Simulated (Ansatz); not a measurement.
# BN: strong compression

How does BN (wurtzite type) answer strong compression? Methods of the runs shown: PAW.

Program: Ansatz 0.2.0. Level of theory: DFT, PBE, PAW with Ansatz's default frozen-core files, scalar-relativistic. These are calculated values, not measurements.

## Step 1: The structure to begin with

The structure is hexagonal, space group P6_3mc (No. 186). The conventional cell has a = 3.049 Å, b = 3.049 Å, c = 4.969 Å, α = 90.00°, β = 90.00°, γ = 120.00°. Around B (site symmetry 3m) lie 4 N at 1.86 to 1.87 Å. Around N (site symmetry 3m) lie 4 B at 1.86 to 1.87 Å.

Structure file:

```
B N
1.0
     3.04869    0.00000    0.00000
    -1.52435    2.64025    0.00000
     0.00000    0.00000    4.96937
B N
2 2
Direct
  0.33333 0.66667 0.00000
  0.66667 0.33333 0.50000
  0.33333 0.66667 0.37600
  0.66667 0.33333 0.87600
```

Whether this phase is the stable one at these pressures isn't tested.

Atoms are numbered in the order of the input: B1, B2, N3, N4.

## Step 2: Cell relaxed at zero pressure, PAW

input.yaml reads:

```yaml
crystal:
  lattice:
    - [3.0486945782, 0.0, 0.0]
    - [-1.5243472891, 2.6402469531, 0.0]
    - [0.0, 0.0, 4.9693721624]
  atoms:
    - { symbol: B, position: [0.3333333333, 0.6666666667, 0.0] }
    - { symbol: B, position: [0.6666666667, 0.3333333333, 0.5] }
    - { symbol: "N", position: [0.3333333333, 0.6666666667, 0.376] }
    - { symbol: "N", position: [0.6666666667, 0.3333333333, 0.876] }
kpoints:
  mp_grid: { grid: [12, 12, 6] }
scf:
  occupations: { method: fermi_dirac, width: 0.05 }
hamiltonian:
  xc: pbe
  pseudopotentials: { kind: paw }
output:
  forces: true
  stress: true
  write_density: true
  write_potential: true
  elf: true
  volumetric_format: npy
relax:
  f_tol: 0.005
  max_steps: 40
  cell: {}
```

On the command line:

```bash
$ ansatz run input.yaml --threads 1 --pin off --max-ram 3072MiB --backend cpu --events-out ev --progress --plain --runs-dir out
```

After this run come: Volume scaled by 1, PAW; Shape and atoms relaxed at 0.94 of the volume, PAW; Volume scaled by 0.94, PAW; Shape and atoms relaxed at 0.88 of the volume, PAW; Volume scaled by 0.88, PAW; Shape and atoms relaxed at 0.8 of the volume, PAW; Volume scaled by 0.8, PAW; Shape and atoms relaxed at 0.72 of the volume, PAW; Volume scaled by 0.72, PAW; Shape and atoms relaxed at 0.64 of the volume, PAW; Volume scaled by 0.64, PAW; Shape and atoms relaxed at 0.55 of the volume, PAW; Volume scaled by 0.55, PAW; Volume scaled by 0.55, PAW (partial_waves polarizable).

What does the calculation give? Wanted: PAW pressure at 0.55 of the volume; PAW; fitted bulk modulus at zero pressure.

**Answer**, as computed:

```
                                                      quantity      value
                            PAW pressure at 0.55 of the volume  642.4 GPa
PAW (partial_waves polarizable) pressure at 0.55 of the volume  642.4 GPa
                    fitted bulk modulus at zero pressure (PAW)    373 GPa
                                       its pressure derivative       3.64
```

By PAW the pressure climbs to 642 GPa at 0.55 of the first volume. One third-order Birch-Murnaghan curve follows these points (B₀ = 373 GPa, B′ = 3.64, misfit at most 0.10 GPa). A fit over so wide a range leans to the high pressures, so B₀ can be off by several per cent. The gap goes from 5.23 to 2.75 eV. No all-electron run checks these rows here, and frozen cores can fail under such compression. The ions are at rest, and the electrons smeared by 0.05 eV.

The gaps are Kohn-Sham values of a semilocal functional, not quasiparticle or optical gaps. Such gaps usually fall short of the measured ones.
